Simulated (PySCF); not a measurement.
# C2H7BO2Si: the cost of one run

Programs: PySCF 2.14.0, with density-fitted response routines of our own. Each step states its level of theory. These are calculated values for one molecule in the gas phase, unless marked as measured. Atoms count from 0, in the outputs and in this text.

### Step 1. The molecule as given

13 atoms, charge 0, multiplicity 1; geometry from: GFN2-xTB. The atoms were then displaced at random by about 0.01 Å, so the start is not that level's minimum.

Bonds of the start (Å): B0–C1 1.59, C1–C2 1.58, C2–O3 1.34, O3–Si4 1.66, Si4–O5 1.62, O5–C1 1.41, B0–H6 1.16, B0–H7 1.18, C1–H8 1.12, C2–H9 1.11, C2–H10 1.09, Si4–H11 1.46, Si4–H12 1.46.

### Step 2. Relaxing the molecule at PBE0-D3(BJ)/def2-SVP

What the job is given:

```
{"job": {"xc": "PBE0", "basis": "def2-SVP", "d3": "d3bj", "grid": 1, "shake": 0.01, "kind": "geom"}, "charge": 0, "multiplicity": 1}
B      1.970900    -0.112570    -0.451770
C      0.638020    -0.318850     0.381010
C     -0.158120     1.043370     0.417730
O     -1.459560     0.783250     0.265820
Si    -1.774530    -0.742570    -0.308810
O     -0.247040    -1.274660    -0.157640
H      2.063000    -0.543240    -1.523390
H      2.795150     0.599280    -0.001610
H      0.837770    -0.610080     1.440400
H      0.021660     1.554430     1.387870
H      0.183460     1.700420    -0.378710
H     -2.681890    -1.384240     0.630730
H     -2.183010    -0.711420    -1.711960
```

Started as:

```bash
$ OMP_NUM_THREADS=1 python probes_run.py task.json out
```

The driver reads the jobs from task.json and runs them one after another.

Q: Estimate the wall time and peak memory of this first job on 1 thread of Arm Neoverse V1, shared host.

About 86 s, with a peak of 0.49 GiB.
